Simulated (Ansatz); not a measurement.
# WS2: the cost of one run

Program: Ansatz 0.2.0. Level of theory: DFT PBEsol, scalar-relativistic, plane waves, PAW, and further levels as typed in the inputs. These are calculated values, not measurements.

2 further runs of the same task are left out: 2 for a known fault of the program.

## Step 1: The structure to begin with

The structure is hexagonal, space group P-6m2 (No. 187). The conventional cell has a = 3.153 Å, b = 3.153 Å, c = 20.000 Å, α = 90.00°, β = 90.00°, γ = 120.00°. W (site symmetry -6m2) has 6 S at 2.40 Å as nearest neighbours. S (site symmetry 3m) is surrounded by 3 W at 2.40 Å.

Structure file:

```xyz
3
Lattice="3.1530 0.0000 0.0000 -1.5765 2.7306 0.0000 0.0000 0.0000 20.0000" Properties=species:S:1:pos:R:3 pbc="T T T"
W     0.0000    1.8204   10.0000
S     1.5765    0.9102   11.5670
S     1.5765    0.9102    8.4330
```

## Step 2: Relaxing the atoms: WS2 sheet, no spin

input.yaml

```yaml
crystal:
  lattice:
    - [3.153, 0.0, 0.0]
    - [-1.5765, 2.7305780981, 0.0]
    - [0.0, 0.0, 20.0]
  atoms:
    - { symbol: W, position: [0.3333333333, 0.6666666667, 0.5] }
    - { symbol: S, position: [0.6666666667, 0.3333333333, 0.57835] }
    - { symbol: S, position: [0.6666666667, 0.3333333333, 0.42165] }
  periodic: [true, true, false]
scf:
  occupations: { method: fixed }
output:
  forces: true
  stress: false
  eigenvalues: true
  write_density: true
  write_potential: true
  elf: true
  volumetric_format: npy
kpoints:
  mp_grid: { grid: [12, 12, 1] }
relax:
  f_tol: 0.003
  max_steps: 60
hamiltonian:
  xc: pbesol
```

Command:

```sh
ansatz run input.yaml --threads 8 --pin off --max-ram 22528MiB --backend cpu --events-out ev --progress --plain --runs-dir out
```

Q: Estimate wall time and peak memory on 8 threads of AMD EPYC 7R43 (Zen 3), shared host.

About 6.3 s, with a peak of 0.7 GiB.
